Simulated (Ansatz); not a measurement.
Predict the output of the script below (Ansatz 0.2.0 through its Python package).

The script, `convert_klimg6.py`:
```python
"""Chain to YAML and back, for KLiMg6."""

from pathlib import Path

import ansatz
from pymatgen.core import Lattice, Structure
from pymatgen.io.ase import AseAtomsAdaptor

ECUT = 550
MESH = (5, 5, 5)
FILLING = "fermi_dirac"


def main() -> None:
    pmg_structure = Structure(
        Lattice([(5.327851, 0.0, 0.0), (0.0, 3.379491, 5.816755), (0.0, -3.379491, 5.816755)]),
        ["K", "Li", "Mg", "Mg", "Mg", "Mg", "Mg", "Mg"],
        [
            (0.0, 0.827934, 0.827934),
            (0.5, 0.656447, 0.656447),
            (0.0, 0.331897, 0.829061),
            (0.0, 0.829061, 0.331897),
            (0.0, 0.335653, 0.335653),
            (0.5, 0.193411, 0.657635),
            (0.5, 0.657635, 0.193411),
            (0.5, 0.167963, 0.167963),
        ],
    )
    structure = ansatz.Crystal.from_ase(AseAtomsAdaptor.get_atoms(pmg_structure))

    calc = (
        structure.calculation()
        .functional(ansatz.Functional.PBESOL)
        .basis(ECUT)  # a bare number is in eV
        .kpoints(mesh=MESH)
        .occupations(FILLING)  # smearing steadies the SCF of a metal
        .elastic("clamped_ion")
    )
    Path("written.yaml").write_text(calc.to_yaml())
    back = ansatz.Calculation.from_yaml("written.yaml")
    print(back.to_python())
    print("same input:", back.to_yaml() == calc.to_yaml())


if __name__ == "__main__":
    main()
```

```console
$ python convert_klimg6.py
(
    az.Lattice.of(((5.327851, 0.0, 0.0), (0.0, 3.379491, 5.816755), (0.0, -3.379491, 5.816755)))
    .atom("K", (0.0, 0.8279339999999998, 0.827934))
    .atom("Li", (0.5, 0.656447, 0.656447))
    .atom("Mg", (0.0, 0.331897, 0.829061))
    .atom("Mg", (0.0, 0.829061, 0.331897))
    .atom("Mg", (0.0, 0.335653, 0.335653))
    .atom("Mg", (0.5, 0.193411, 0.657635))
    .atom("Mg", (0.5, 0.657635, 0.193411))
    .atom("Mg", (0.5, 0.167963, 0.167963))
    .calculation()
    .basis(cutoff=550.0)
    .kpoints(5, 5, 5)
    .functional("pbesol")
    .occupations(method="fermi_dirac")
    .elastic(mode="clamped_ion")
)

same input: True
```

It writes `written.yaml`:
```yaml
crystal:
  lattice:
    - [5.327851, 0.0, 0.0]
    - [0.0, 3.379491, 5.816755]
    - [0.0, -3.379491, 5.816755]
  atoms:
    - { symbol: K, position: [0.0, 0.8279339999999998, 0.827934] }
    - { symbol: Li, position: [0.5, 0.656447, 0.656447] }
    - { symbol: Mg, position: [0.0, 0.331897, 0.829061] }
    - { symbol: Mg, position: [0.0, 0.829061, 0.331897] }
    - { symbol: Mg, position: [0.0, 0.335653, 0.335653] }
    - { symbol: Mg, position: [0.5, 0.193411, 0.657635] }
    - { symbol: Mg, position: [0.5, 0.657635, 0.193411] }
    - { symbol: Mg, position: [0.5, 0.167963, 0.167963] }
basis:
  ecutwfc: 550.0
kpoints:
  mp_grid:
    grid: [5, 5, 5]
hamiltonian:
  xc: pbesol
scf:
  occupations:
    method: fermi_dirac
elastic:
  mode: clamped_ion
```

The input is only written out: it wasn't run, and its settings aren't tested. The structure comes from a database and needn't be a stable phase.
